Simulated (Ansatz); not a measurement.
# Ti2Mn2Fe3Cu3Ni6: the cost of one run

All numbers below are computed with Ansatz 0.2.0 (DFT PBE, scalar-relativistic, plane waves, PAW).

### Step 1. Starting point

The cell holds 16 atoms (Cu3Fe3Mn2Ni6Ti2): a = 6.310 Å, b = 6.310 Å, c = 6.310 Å, α = 109.47°, β = 109.47°, γ = 109.47°.

The sites of an ideal fcc lattice, at a guessed lattice constant, take 3 Cu, 2 Mn, 6 Ni, 2 Ti, 3 Fe (sublattices apart by semicolons), with a shake of 0.02 Å. Warren-Cowley parameters of the first shell (negative: unlike neighbours preferred): Cu-Fe +0.11, Cu-Mn -0.11, Cu-Ni -0.04, Cu-Ti -0.11, Fe-Mn -0.11, Fe-Ni -0.04. In a cell this small the draw can fall short of the order aimed at.

Structure file:

```
CELL_PARAMETERS angstrom
-3.64305 3.64305 -3.64305
3.64305 3.64305 3.64305
3.64305 -3.64305 -3.64305
ATOMIC_POSITIONS crystal
Ti 0.50266 0.00231 0.50174
Ti 0.49546 0.23789 0.24646
Mn 0.74763 0.49393 0.74929
Mn 0.50578 0.49821 0.99703
Fe 0.24732 0.24570 0.49457
Fe 0.50264 0.75208 0.75297
Fe 0.74949 0.99973 0.25316
Ni 0.00461 0.50361 0.50094
Ni 0.99786 0.00543 0.00543
Ni 0.24979 0.49571 0.24925
Ni 0.00640 0.75178 0.25228
Ni 0.75622 0.24780 0.00315
Ni 0.25102 0.75285 0.00244
Cu 0.25539 0.00292 0.75601
Cu 0.99938 0.24847 0.75189
Cu 0.75814 0.76074 0.50616
```

### Step 2. Relaxing on a coarse mesh

A cheap relaxation: coarse mesh, no symmetry, loose thresholds.

File input.yaml:

```yaml
crystal:
  lattice:
    - [-3.64305302, 3.64305302, -3.64305302]
    - [3.64305302, 3.64305302, 3.64305302]
    - [3.64305302, -3.64305302, -3.64305302]
  atoms:
    - { symbol: Ti, position: [0.5026597827, 0.0023066958, 0.5017379255] }
    - { symbol: Ti, position: [0.4954584982, 0.2378879514, 0.2464620413] }
    - { symbol: Mn, position: [0.7476259817, 0.4939267908, 0.7492921681], spin: -4.0 }
    - { symbol: Mn, position: [0.5057847818, 0.4982061926, 0.997028471], spin: -4.0 }
    - { symbol: Fe, position: [0.2473234754, 0.2457002146, 0.4945684426], spin: 4.0 }
    - { symbol: Fe, position: [0.5026432675, 0.7520783906, 0.7529663333], spin: 4.0 }
    - { symbol: Fe, position: [0.7494940199, 0.9997258293, 0.2531630692], spin: 4.0 }
    - { symbol: Ni, position: [0.004607655, 0.5036066022, 0.5009421671], spin: 2.0 }
    - { symbol: Ni, position: [0.9978637107, 0.0054300192, 0.005427051], spin: 2.0 }
    - { symbol: Ni, position: [0.249788856, 0.4957058057, 0.2492477497], spin: 2.0 }
    - { symbol: Ni, position: [0.0064037003, 0.7517773593, 0.2522757376], spin: 2.0 }
    - { symbol: Ni, position: [0.7562218693, 0.247799979, 0.0031456978], spin: 2.0 }
    - { symbol: Ni, position: [0.2510237426, 0.752845289, 0.0024367319], spin: 2.0 }
    - { symbol: Cu, position: [0.2553880276, 0.002924007, 0.7560057393] }
    - { symbol: Cu, position: [0.9993751384, 0.248471758, 0.7518927135] }
    - { symbol: Cu, position: [0.7581443204, 0.7607375166, 0.506156799] }
  symmetry: { detect: false }
basis:
  ecutwfc: 420
kpoints:
  mp_grid: { grid: [3, 3, 3], shift: [0.0, 0.0, 0.0] }
hamiltonian:
  xc: pbe
scf:
  occupations: { method: gaussian, width: 0.1 }
  lower_state_search: "off"
output:
  forces: true
  stress: true
  eigenvalues: true
  populations: true
magnetization:
  spin_polarized: true
relax:
  adjacent_minimum: "off"
  f_tol: 0.04
  max_steps: 50
  cell: { stress_tol: 0.3 }
```

On the command line:

```console
$ ansatz run input.yaml --threads 4 --pin off --max-ram 9216MiB --backend cpu --events-out ev --progress --plain --runs-dir out
```

Q: Estimate wall time and peak memory on 4 threads of Intel Xeon at 2.50GHz (Skylake/Cascade Lake), shared host.

About 16 min, with a peak of 1.6 GiB.
